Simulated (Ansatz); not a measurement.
SrZn₂Sb₂, space group P-3m1, relaxations under a series of pressures

With Ansatz's Python interface.

Typed at the interpreter:
```pycon
>>> from dataclasses import dataclass
>>> import ansatz as az
>>> import numpy as np
>>> import pandas as pd
>>> @dataclass
... class Settings:
...     xc: str = "LDA"
...     cutoff: int = 470
...     kmesh: tuple[int, ...] = (6, 6, 4)
...     smearing: str = "fermi_dirac"
...     smearing_width: float = 0.05
...
>>> opts = Settings()
>>> def edges_and_angles(cell):
...     cell = np.asarray(cell)
...     a, b, c = np.linalg.norm(cell, axis=1)
...     cosines = cell[1] @ cell[2] / (b * c), cell[0] @ cell[2] / (a * c), cell[0] @ cell[1] / (a * b)
...     return (a, b, c, *np.degrees(np.arccos(cosines)))
...
>>> lattice = az.Lattice.of(
...     (4.5, 0.0, 0.0),
...     (-2.25, 3.897114, 0.0),
...     (0.0, 0.0, 7.716),
... )
>>> sites = [
...     ("Sr", (0.0, 0.0, 0.0)),
...     ("Zn", (1 / 3, 2 / 3, 0.6311)),
...     ("Zn", (2 / 3, 1 / 3, 0.3689)),
...     ("Sb", (1 / 3, 2 / 3, 0.2688)),
...     ("Sb", (2 / 3, 1 / 3, 0.7312)),
... ]
>>> crystal = az.Crystal(lattice=lattice)
>>> for symbol, position in sites:
...     crystal = crystal.atom(symbol, position)
...
>>> calculation = crystal.calculation()
>>> calculation = calculation.functional(opts.xc).basis(opts.cutoff)
>>> calculation = calculation.kpoints(*opts.kmesh).occupations(opts.smearing, width=opts.smearing_width)
>>> # H = F + PV, with 1 GPa A^3 = 1/160.21766 eV
>>> rows = []
>>> for pressure in [0, 5, 10, 20]:
...     res = calculation.relax(cell=True, pressure=pressure, max_steps=100).run(threads=1)
...     cell = res.lattice.cell_ang
...     n_atoms = len(res.lattice.sites)
...     volume = abs(np.linalg.det(cell)) / n_atoms
...     enthalpy = res.report["free_energy_ev"] / n_atoms + pressure * volume / 160.21766
...     rows.append((pressure, volume, enthalpy, *edges_and_angles(cell)))
...     print(f"{pressure} GPa done: {volume:.4f} A^3/atom")
...
0 GPa done: 25.4289 A^3/atom
5 GPa done: 23.4617 A^3/atom
10 GPa done: 22.0600 A^3/atom
20 GPa done: 20.1580 A^3/atom
>>> table = pd.DataFrame(rows, columns=["P_GPa", "V_A3_atom", "H_eV_atom", "a", "b", "c", "alpha", "beta", "gamma"])
>>> table.round(4)
   P_GPa  V_A3_atom  H_eV_atom       a       b       c  alpha  beta  gamma
0      0    25.4289 -4522.1781  4.4339  4.4339  7.4680   90.0  90.0  120.0
1      5    23.4617 -4521.4175  4.3318  4.3318  7.2187   90.0  90.0  120.0
2     10    22.0600 -4520.7082  4.2562  4.2562  7.0307   90.0  90.0  120.0
3     20    20.1580 -4519.3948  4.1499  4.1499  6.7579   90.0  90.0  120.0
>>> p, v = np.array([row[0] for row in rows], float), np.array([row[1] for row in rows])
>>> print("mean bulk modulus between rows (GPa):", np.round(-np.diff(p) / np.diff(np.log(v)), 1))
mean bulk modulus between rows (GPa): [ 62.1  81.2 110.9]
```

The volume falls from 25.43 Å³ an atom at 0 GPa to 20.16 at 20 GPa, by 20.7 %. Between 0 and 5 GPa, -V dP/dV is about 62 GPa, a mean over that step.

What to keep in mind:
- Absolute energies stand on the zero of these potentials, so only differences at equal settings mean something.
- At a fixed pressure a relaxation lowers the enthalpy F + PV, while F alone can rise.
- For a metal this k-point mesh is coarse: on a finer one energies can move by several to tens of meV an atom and pressures by half a GPa or more, differences at one mesh by less.
- The starting cell is as deposited in a crystallographic database; the results hold for this polymorph, which needn't be the stable one.
- Symmetry holds the cell in this phase, whether or not it is the stable one at each pressure.
- Wall time of the script: 3.7 min on 1 thread of Arm Neoverse V2, on a shared host, peak memory 0.58 GiB.
